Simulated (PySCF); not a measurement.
# Tm(OH)2: other functionals and bases at one geometry

An exercise on one series of results from a longer session: the logs are not shown, and one member is left open.

Program: PySCF 2.14.0. Level of theory: several levels, as the steps say, no spin–orbit coupling. These are calculated values, not measurements.

1 further run of the same task is left out (for a known fault of the program).

### Starting geometry

5 atoms, charge 0, spin multiplicity 1.

Bond lengths: Tm1–O2 2.119 Å, Tm1–O4 2.119 Å, O2–H3 0.957 Å, O4–H5 0.957 Å. Angles: O2–Tm1–O4 146.6°, Tm1–O2–H3 170.7°, Tm1–O4–H5 170.7°.

As a file:

```mol
H2O2Tm
  3D, bonds by distance, orders not assigned

  5  4  0  0  0  0  0  0  0  0999 V2000
   -0.0000    0.0000   -0.0478 Tm  0  0
    2.0288   -0.0410    0.5613 O   0  0
    2.8893   -0.0582    0.9808 H   0  0
   -2.0288    0.0410    0.5613 O   0  0
   -2.8893    0.0582    0.9808 H   0  0
  1  2  8  0
  1  4  8  0
  2  3  8  0
  4  5  8  0
M  END
```

Formal oxidation states: Tm +2. Each metal's 13 4f electrons lie in its core potential, so multiplicities, spins and levels count the valence alone. An earlier session relaxed this geometry at PBE0, Tm lcecp-0-SVP with ECP59, O def2-SVP, H def2-SVP (singlet, point group C2v).

At PBE0 on the finer grid: E = -183.914626 Eh, frontier levels not given, since the 4f levels lie in the core, Mulliken charge on Tm1 +0.86 e, largest force component 0.004 eV/Å. 

Levels to run: TPSSh; TPSS; PBE0, TZVP. Hardware: 2 threads of Arm Neoverse V1, shared host.

Set-up of the first run:

run.py (the lines that set the calculation) reads:

```python
mol = gto.M(atom='''
Tm     0.00000     0.00000    -0.04785
O      2.02877    -0.04095     0.56131
H      2.88927    -0.05818     0.98085
O     -2.02877     0.04095     0.56131
H     -2.88927     0.05818     0.98085''',
    basis={'Tm': 'lcecp-0-SVP', 'O': 'def2-SVP', 'H': 'def2-SVP'},
    ecp={'Tm': 'lcecp-0-SVP'},
    charge=0, spin=0)
mf = dft.RKS(mol, xc='TPSSH')
mf.grids.atom_grid = (75, 302)  # f atoms: unpruned, at least (60, 302)
mf = mf.density_fit()  # fitting sets: Tm AutoAux, O def2-universal-JKFIT, H def2-universal-JKFIT
mf.conv_tol = 1e-08; mf.max_cycle = 55
mf.kernel(dm0)  # dm0: the density of the relaxed state
```

Started as:

```
OMP_NUM_THREADS=2 python run.py
```

Among the steps run: TPSSh; TPSS; PBE0, TZVP.

One of the session's tables, all rows but one given; the rest of the session is left out.

```
              level  charge on Tm1 (e)  dipole (D)  largest force component (eV/Å)
PBE0 (relaxed here)               0.86        2.49                            0.00
              TPSSh               0.83        2.46                            0.29
               TPSS                  ?           ?                               ?
         PBE0, TZVP               1.26        2.64                            0.23
```

**Question.** Estimate the row for TPSS.

**Answer.** charge on Tm1 (e): 0.77; dipole (D): 2.40; largest force component (eV/Å): 0.50. In the column «charge on Tm1 (e)» it is the lowest.

The largest leftover force, 0.50 eV/Å with TPSS, stands at a geometry relaxed at another level. With 4f in the core, its levels are missing from HOMO and gap, and its count is fixed, so no charge can pass from the ligands into it. Total energies of different levels can't be compared.
